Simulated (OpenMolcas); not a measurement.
**One shape, several levels: RbLi (SMILES [Li][Rb])**

Aim: a comparison of 6 runs (B3LYP/def2-TZVPP, BHLYP/def2-TZVPP, PBE/def2-TZVPP, TPSS/def2-TZVPP, r2SCAN/def2-TZVPP, MP2/def2-TZVPP) of RbLi. 

Program for the calculation: OpenMolcas 26.06.

### 1 The system as given

RbLi has 2 atoms, charge 0, and is taken as a singlet. SMILES: `[Li][Rb]`. The coordinates come from a PBE0-D4/def2-TZVP relaxation.

Bond lengths: Li1–Rb2 3.553 Å.

### 2 Energy and gradient at B3LYP/def2-TZVPP (core potential) (run 1)

Input file run.inp:

```
>>> EXPORT MOLCAS_PRINT=2
&GATEWAY
BasLib=$CurrDir
BasisSet
Li.def2-TZVPP....
Li1 0.000000 0.000000 -0.201360 angstrom
End of Basis
BasisSet
Rb.def2-TZVPP....
Rb2 0.000000 0.000000 3.351730 angstrom
End of Basis
&SEWARD
GridInput
Grid=UltraFine
End of Grid
&SCF
KSDFT=B3LYP
Thresholds=1e-10 1e-07 1e-07 1e-05
PrOrbitals=1 1
&ALASKA
```

The basis set def2-TZVPP is read from a file made from the Basis Set Exchange's data (not shown).

The run is started by

```console
export MOLCAS_MEM=1860
pymolcas run.inp > run.log
```

The program printed:

```text
--- Start Module: gateway ---
[...]
--- Stop Module: gateway /rc=_RC_ALL_IS_WELL_ ---
[...]
      Basis functions           59
[...]
--- Start Module: scf ---
[...]
       Convergence after  11 Iterations
[...]
::    Total KS-DFT energy                             -31.6138782567
[...]
      Total spin, S                                     0.0000000000
[...]
      Total electronic charge=   12.000000
      Total            charge=   -0.000000
[...]
      Dipole Moment (debye):
      Origin of the operator (angstrom)=    0.0000    0.0000    3.0806
                   X=  1.1484E-15               Y= -7.0431E-16               Z=  3.1122E+00           Total=  3.1122E+00
      Quadrupole Moment (debye*angstrom):
[...]
--- Stop Module: scf /rc=_RC_ALL_IS_WELL_ ---
[...]
--- Start Module: alaska ---
[...]
 *              Molecular gradients               *
 **************************************************
  Irreducible representation: a
 ------------------------------------------------------------------------------------------
                              X                       Y                       Z
 ------------------------------------------------------------------------------------------
  LI1              -1.07422785645250E-16   -3.77062577123155E-18   -4.57871191617110E-04
  RB2               1.07368575536626E-16    3.33694490223738E-18    4.57871191617110E-04
 ------------------------------------------------------------------------------------------
--- Stop Module: alaska /rc=_RC_ALL_IS_WELL_ ---
[...]
```

Wall time 5.1 s (1 thread of Arm Neoverse V2, shared host); peak memory 0.39 GiB.

### 3 Energy and forces at BHLYP/def2-TZVPP (core potential) (run 2)

Input file struct.xyz:

```xyz
2

Li     0.000000     0.000000    -0.201360
Rb     0.000000     0.000000     3.351730
```

Input file run.input:

```
* LiRb Kohn-Sham DFT

&GATEWAY
  BasLib
  $CurrDir
  Coord
  struct.xyz
  Basis
  def2-TZVPP
  Group
  NoSym

&SEWARD
  GridInput
  Grid=UltraFine
  End of Grid

&SCF
  KSDFT
  HYB_GGA_XC_BHANDHLYP
  Thresholds
  1e-10 1e-07 1e-07 1e-05
  PrOrbitals
  0

&ALASKA
```

The basis set def2-TZVPP is read from a file made from the Basis Set Exchange's data (not shown).

The run is started by

```console
export MOLCAS_MEM=1860
pymolcas run.input > run.log
```

The program printed:

```text
--- Start Module: gateway ---
[...]
--- Stop Module: gateway /rc=_RC_ALL_IS_WELL_ ---
[...]
      Basis functions           59
[...]
--- Start Module: scf ---
[...]
       Convergence after  10 Iterations
[...]
::    Total KS-DFT energy                             -31.5446915309
[...]
      Total spin, S                                     0.0000000000
[...]
      Total electronic charge=   12.000000
      Total            charge=   -0.000000
[...]
      Dipole Moment (debye):
      Origin of the operator (angstrom)=    0.0000    0.0000    3.0806
                   X=  2.6671E-16               Y=  1.5836E-15               Z=  3.7373E+00           Total=  3.7373E+00
      Quadrupole Moment (debye*angstrom):
[...]
--- Stop Module: scf /rc=_RC_ALL_IS_WELL_ ---
[...]
--- Start Module: alaska ---
[...]
 *              Molecular gradients               *
 **************************************************
  Irreducible representation: a
 ------------------------------------------------------------------------------------------
                              X                       Y                       Z
 ------------------------------------------------------------------------------------------
  LI1               4.74795539837385E-17    2.64795096351522E-17   -3.95651385419860E-04
  RB2              -4.72355026158110E-17   -2.62626692006551E-17    3.95651385420748E-04
 ------------------------------------------------------------------------------------------
--- Stop Module: alaska /rc=_RC_ALL_IS_WELL_ ---
[...]
```

Wall time 4.8 s (1 thread of Arm Neoverse V2, shared host); peak memory 0.39 GiB.

### 4 Energy and forces at PBE/def2-TZVPP (core potential) (run 3)

Input file mol.xyz:

```xyz
2

Li     0.000000     0.000000    -0.201360
Rb     0.000000     0.000000     3.351730
```

Input file test.input:

```
>>> EXPORT MOLCAS_PRINT=2

&GATEWAY
  BasLib=$CurrDir
  Coord=mol.xyz
  Basis=def2-TZVPP
  Group=NoSym

&SEWARD
  GridInput
  Grid=UltraFine
  End of Grid

&SCF
  KSDFT=PBE
  Thresholds=1e-10 1e-07 1e-07 1e-05
  PrOrbitals=1 2

&ALASKA
```

The basis set def2-TZVPP is read from a file made from the Basis Set Exchange's data (not shown).

The run is started by

```console
export MOLCAS_MEM=1860
pymolcas test.input > test.log
```

The program printed:

```text
--- Start Module: gateway ---
[...]
--- Stop Module: gateway /rc=_RC_ALL_IS_WELL_ ---
[...]
      Basis functions           59
[...]
--- Start Module: scf ---
[...]
       Convergence after  13 Iterations
[...]
::    Total KS-DFT energy                             -31.5684309926
[...]
      Total spin, S                                     0.0000000000
[...]
      Total electronic charge=   12.000000
      Total            charge=   -0.000000
[...]
      Dipole Moment (debye):
      Origin of the operator (angstrom)=    0.0000    0.0000    3.0806
                   X=  1.2676E-15               Y=  1.8546E-15               Z=  3.2308E+00           Total=  3.2308E+00
      Quadrupole Moment (debye*angstrom):
[...]
--- Stop Module: scf /rc=_RC_ALL_IS_WELL_ ---
[...]
--- Start Module: alaska ---
[...]
 *              Molecular gradients               *
 **************************************************
  Irreducible representation: a
 ------------------------------------------------------------------------------------------
                              X                       Y                       Z
 ------------------------------------------------------------------------------------------
  LI1              -1.16989639546312E-16    1.09372600179359E-16   -2.36139325362705E-04
  RB2               1.17585950741179E-16   -1.08667657009007E-16    2.36139325362261E-04
 ------------------------------------------------------------------------------------------
--- Stop Module: alaska /rc=_RC_ALL_IS_WELL_ ---
[...]
```

Run time: 5.4 s. Hardware: 1 thread of Arm Neoverse V2, shared host; peak memory 0.39 GiB.

Runs 4 to 5 aren't shown in full; the table further down has their settings and results.

### 5 The energy at MP2/def2-TZVPP (core potential) (run 6)

Input file mol.input:

```
* LiRb MP2

&gateway
  baslib=$CurrDir
  coord
  2
  angstrom
  Li       0.000000       0.000000      -0.201360
  Rb       0.000000       0.000000       3.351730
  basis=def2-TZVPP
  group=NoSym

&seward

&scf
  thresholds=1e-10 1e-07 1e-07 1e-05
  prorbitals=1 1

&mbpt2
  frozen=0
```

The basis set def2-TZVPP is read from a file made from the Basis Set Exchange's data (not shown).

The run is started by

```console
export MOLCAS_MEM=1860
pymolcas mol.input > mol.log
```

The program printed:

```text
--- Start Module: gateway ---
[...]
--- Stop Module: gateway /rc=_RC_ALL_IS_WELL_ ---
[...]
      Basis functions           59
[...]
--- Start Module: scf ---
[...]
       Convergence after  10 Iterations
[...]
::    Total SCF energy                                -31.2337017560
[...]
      Total spin, S                                     0.0000000000
[...]
      Total electronic charge=   12.000000
      Total            charge=   -0.000000
[...]
      Dipole Moment (debye):
      Origin of the operator (angstrom)=    0.0000    0.0000    3.0806
                   X=  5.5231E-16               Y= -1.9526E-15               Z=  5.0966E+00           Total=  5.0966E+00
      Quadrupole Moment (debye*angstrom):
[...]
--- Stop Module: scf /rc=_RC_ALL_IS_WELL_ ---
--- Start Module: mbpt2 ---
[...]
WARNING!
Default frozen orbitals as non valence orbitals is overwritten by user input.
Default values:   1
[...]
       Reference weight ( Cref**2 )         =        0.93493
::    Total MBPT2 energy                              -31.3775127221
[...]
      Total MBPT2 calculations                           0.05      0.05
--- Stop Module: mbpt2 /rc=_RC_ALL_IS_WELL_ ---
[...]
```

Wall time 1.7 s (1 thread of Arm Neoverse V2, shared host); peak memory 0.39 GiB.

### 6 All runs side by side

```csv
run,level,task,integration grid,energy (Eh),dipole moment (D) of the reference,HOMO energy (eV),LUMO energy (eV),wall time
1,B3LYP/def2-TZVPP (core potential),gradient,UltraFine,-31.613878,3.11,-3.13,-1.44,5.1 s
2,BHLYP/def2-TZVPP (core potential),gradient,UltraFine,-31.544692,3.74,-3.53,-0.88,4.8 s
3,PBE/def2-TZVPP (core potential),gradient,UltraFine,-31.568431,3.23,-2.77,-1.69,5.4 s
4,TPSS/def2-TZVPP (core potential),gradient,UltraFine,-31.598279,4.29,-2.70,-1.53,7.2 s
5,r2SCAN/def2-TZVPP (core potential),gradient,UltraFine,-31.594662,4.05,-2.72,-1.46,6.9 s
6,MP2/def2-TZVPP (core potential),energy,–,-31.377513,5.10,-4.01,-0.02,1.7 s
```

### 7 Summary of results

| quantity | value |
| --- | --- |
| run 6: total energy | -31.37751 Eh |
| run 6: dipole moment (mean-field density) | 5.10 D |
| run 6: HOMO energy (Hartree–Fock orbitals) | -4.01 eV |
| run 6: LUMO energy (Hartree–Fock orbitals) | -0.02 eV |
| run 6: HOMO–LUMO gap (Hartree–Fock orbitals) | 3.99 eV |
| run 6: correlation energy | -143.8 mEh |

In words: Over runs 1, 2, 3, 4, 5 the dipole moment (its size) runs from 3.11 D (B3LYP/def2-TZVPP) to 4.29 D (TPSS/def2-TZVPP). Over runs 1, 2, 3, 4, 5 the HOMO–LUMO gap runs from 1.08 eV (PBE/def2-TZVPP) to 2.66 eV (BHLYP/def2-TZVPP). Totals of different functionals can't be ranked against each other. All runs together took 31 s, the longest 7.2 s.
